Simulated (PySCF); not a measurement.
# Accurate constants of HfH, step by step

What constants does extrapolated CCSD(T) give for HfH, and what does each step add?

Computed with PySCF 2.14.0. Level: CCSD(T) on ROHF, scalar-relativistic core potentials.

### 1 Set-up

* molecule: HfH
* state: doublet, unpaired electrons δ ↑
* smaller basis: Hf cc-pVTZ-PP with ECP60, H cc-pVTZ
* larger basis: Hf cc-pVQZ-PP with ECP60, H cc-pVQZ
* frozen core orbitals: 4
* extrapolation: correlation as n⁻³ (n = 3, 4), Hartree–Fock as (n+1)·exp(−9√n)
* corrections: core–valence correlation
* distances (Å): 1.6126, 1.6859, 1.7592, 1.8325, 1.9058, 1.9974, 2.0890
* masses (u): 179.9465, 1.0078
* dissociation limit: Hf + H

On the command line:

```bash
$ OMP_NUM_THREADS=4 python comp.py task.json out
```

### 2 Coupled cluster at each distance

What does the calculation give? Wanted: for each run, Re; ωe; ωexe; αe; De.

As calculated:

| level | Re (Å) | ωe (cm⁻¹) | ωexe (cm⁻¹) | αe (cm⁻¹) | De (eV) |
| --- | --- | --- | --- | --- | --- |
| CCSD(T)/cc-pVTZ(-PP) | 1.8574 | 1659.1 | 21.5 | 0.100 | 2.877 |
| CCSD(T)/cc-pVQZ(-PP) | 1.8528 | 1661.0 | 22.6 | 0.108 | 2.914 |
| HF/CBS | 1.8501 | 1678.3 | 20.9 | 0.102 | 1.954 |
| MP2/CBS | 1.8330 | 1710.4 | 21.5 | 0.105 | 2.706 |
| CCSD/CBS | 1.8521 | 1661.6 | 22.3 | 0.108 | 2.918 |
| CCSD(T)/CBS | 1.8523 | 1658.4 | 22.6 | 0.108 | 2.934 |
| CCSD(T)/CBS+CV | 1.8295 | 1683.1 | 23.7 | 0.113 | 2.844 |

**Reading.** The last step gives Re = 1.8295 Å, ωe = 1683.1 cm⁻¹ and De = 2.844 eV; the smaller basis alone is off from it by +27.9 mÅ and +0.03 eV. Near the minimum the mean field binds by 1.95 eV and correlation adds 0.98 eV of binding. T1 is 0.038. Spin–orbit coupling and excitations beyond (T) are left out.
